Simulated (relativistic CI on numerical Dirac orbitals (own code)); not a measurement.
**Ions with 39 electrons, Xe¹⁵⁺ to Ce¹⁹⁺: levels along an isoelectronic sequence**

Aim: follow the lowest levels of 39-electron ions as the nuclear charge grows, with one list of configurations.

Program: relativistic CI on numerical Dirac orbitals (own code) version 2. Level of theory: Dirac-Coulomb-Breit CI, KLI orbitals optimised for each configuration, model QED (radiative potential, 1s self-energy scaled to tabulated hydrogen-like ionisation energies). These are calculated values, not measurements, unless marked.

### 1 The atom as given

```
electrons      : 39
ions           : Xe¹⁵⁺, Cs¹⁶⁺, Ba¹⁷⁺, La¹⁸⁺, Ce¹⁹⁺
configurations : [Kr] 4d3; [Kr] 4d 5s2; [Kr] 4d2 5s; [Ar] 3d10 4s2 4p5 4d4; [Kr] 4d2 4f; [Kr] 4d 4f2; [Ar] 3d10 4s 4p6 4d4
```

### 2 Xe¹⁵⁺ (Z = 54)

Settings, as recorded:

```ini
atom Xe  Z=54  charge=15  electrons=39
nucleus A=132  rms_radius_fm=4.7859
hamiltonian dirac-coulomb  breit=on  qed=on  c_scale=1
orbitals kli  potential=per-configuration
slater_scale 1
correlation none
mixing on
configurations
  [Kr] 4d3
  [Kr] 4d 5s2
  [Kr] 4d2 5s
  [Ar] 3d10 4s2 4p5 4d4
  [Kr] 4d2 4f
  [Kr] 4d 4f2
  [Ar] 3d10 4s 4p6 4d4
end
```

### 3 Cs¹⁶⁺ (Z = 55)

Changes to the settings of step 2:

```diff
@@ -1,3 +1,3 @@
-atom Xe  Z=54  charge=15  electrons=39
-nucleus A=132  rms_radius_fm=4.7859
+atom Cs  Z=55  charge=16  electrons=39
+nucleus A=133  rms_radius_fm=4.8041
 hamiltonian dirac-coulomb  breit=on  qed=on  c_scale=1
```

### 4 Ba¹⁷⁺ (Z = 56)

Changes to the settings of step 3:

```diff
@@ -1,3 +1,3 @@
-atom Cs  Z=55  charge=16  electrons=39
-nucleus A=133  rms_radius_fm=4.8041
+atom Ba  Z=56  charge=17  electrons=39
+nucleus A=138  rms_radius_fm=4.8378
 hamiltonian dirac-coulomb  breit=on  qed=on  c_scale=1
```

### 5 La¹⁸⁺ (Z = 57)

Changes to the settings of step 4:

```diff
@@ -1,3 +1,3 @@
-atom Ba  Z=56  charge=17  electrons=39
-nucleus A=138  rms_radius_fm=4.8378
+atom La  Z=57  charge=18  electrons=39
+nucleus A=139  rms_radius_fm=4.8550
 hamiltonian dirac-coulomb  breit=on  qed=on  c_scale=1
```

### 6 Ce¹⁹⁺ (Z = 58)

Changes to the settings of step 5:

```diff
@@ -1,3 +1,3 @@
-atom La  Z=57  charge=18  electrons=39
-nucleus A=139  rms_radius_fm=4.8550
+atom Ce  Z=58  charge=19  electrons=39
+nucleus A=140  rms_radius_fm=4.8771
 hamiltonian dirac-coulomb  breit=on  qed=on  c_scale=1
```

(Steps that only read results are left out.)

Before running it: what results should come out? Wanted: lowest level, first ion; lowest level, last ion; changes of the lowest level; interval 4F3/2 to 4F5/2; mean jj purity of the low levels.

As calculated:

| quantity | value |
| --- | --- |
| lowest level, first ion | 4d3 4F3/2 |
| lowest level, last ion | 4d3 4F3/2 |
| changes of the lowest level | none |
| interval 4F3/2 to 4F5/2 | 11320 to 20750 cm⁻¹ |
| mean jj purity of the low levels | 70 to 77 % |

In words: The lowest level stays 4d3 4F3/2 throughout. Over these ions the splitting within 4d3 4F follows Z^8.5, steeper than the fourth power of a bare nucleus, since the screened charge grows faster than Z. The low levels move towards jj coupling (LS purity 81 to 72 %). Only the listed configurations are in the model, so lower levels can be missing.
